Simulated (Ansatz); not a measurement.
# MoHO (quartet): the correlation ladder, def2-SVP

One table from this session's results is given with a row withheld; the runs are named, their logs left out.

Computed with Ansatz 0.2.0, Gaussian basis. Level: def2-SVP, core rule «outside noble gas», up to 5 orbitals frozen.

To be run: UHF; CCSD(T) on ROHF; CCSD(T) on UHF; CISD as a restricted active space (open shells left free, so some higher excitations enter); CCSDT(Q) on ROHF; CCSDT(Q) on UHF; CASSCF and MRCISD+Q, 13 electrons in 11 orbitals; CASSCF and NEVPT2, 13 electrons in 11 orbitals.

15 further runs of the same task are left out: 7 that didn't finish, 8 set aside as unsound or not needed. Runs told in other sessions of the task aren't counted.

## The system

The geometry is a PBE0/def2-TZVP stationary point (not a proven minimum) of the parent state, kept for this charge and spin. No spin-orbit coupling is included. Elements past krypton take def2 core potentials.

3 atoms, charge 0, spin multiplicity 4.

Atoms are counted from 1 here; the program's logs count them from 0.

Bond lengths: Mo1–O2 1.645 Å, Mo1–H3 1.722 Å. Angles: O2–Mo1–H3 112.1°.

The first run:

in.yaml reads:

```yaml
crystal:
  periodic: [false, false, false]
  atoms:
    - {symbol: Mo, position_ang: [0.000000, -0.033589, 0.225249]}
    - {symbol: O, position_ang: [0.000000, 0.106921, -1.414198]}
    - {symbol: H, position_ang: [0.000000, 1.499931, 1.007894]}
basis:
  gaussian: {orbitals: def2-SVP}
magnetization: {spin_polarized: true, initial_magnetization: 3}
hamiltonian: {xc: hf}
output: {orbitals: {seedname: orbitals}}
```

Run with:

```bash
> ansatz run in.yaml --threads 1 --pin off --events-out ev --progress --plain --max-ram 2393MiB
```

Among the steps run: UHF; CCSD(T) on ROHF; CCSD(T) on UHF; CISD as a restricted active space (open shells left free, so some higher excitations enter); CCSDT(Q) on ROHF; CCSDT(Q) on UHF; CASSCF and MRCISD+Q, 13 electrons in 11 orbitals; CASSCF and NEVPT2, 13 electrons in 11 orbitals.

One table of the session follows, with a row left open; its other results are not shown here.

```
          method  from RCCSDT(Q) (meV)
            ROHF               +9991.1
             UHF               +9657.5
            RMP2                     ?
            UMP2                +651.0
           RCCSD                +531.5
           UCCSD                +458.9
        RCCSD(T)                  +4.2
        UCCSD(T)                  -5.9
          RCCSDT                 -18.5
          UCCSDT                 -73.4
       RCCSDT(Q)                     0
       UCCSDT(Q)                -121.6
  CASSCF valence               +6023.5
  NEVPT2 valence               +1310.0
  MRCISD valence                +483.8
MRCISD+Q valence                 +79.2
```

**Question.** Estimate the row for RMP2.

**Answer.** from RCCSDT(Q) (meV): +271.8. In the column «from RCCSDT(Q) (meV)» it lies between MRCISD+Q valence (+79.2) and UCCSD (+458.9).

Not comparable, so not listed: CISD as a restricted active space (open shells left free, so some higher excitations enter) (they don't share determinant, frozen orbitals or solution with the rows shown, or repeat one).

Limits of these values: Warnings: spin contamination; large T1 diagnostic. Restricted and unrestricted rows rest on different reference determinants; a gap between their highest levels can come from leftover correlation error, from unlike frozen cores or from another state.
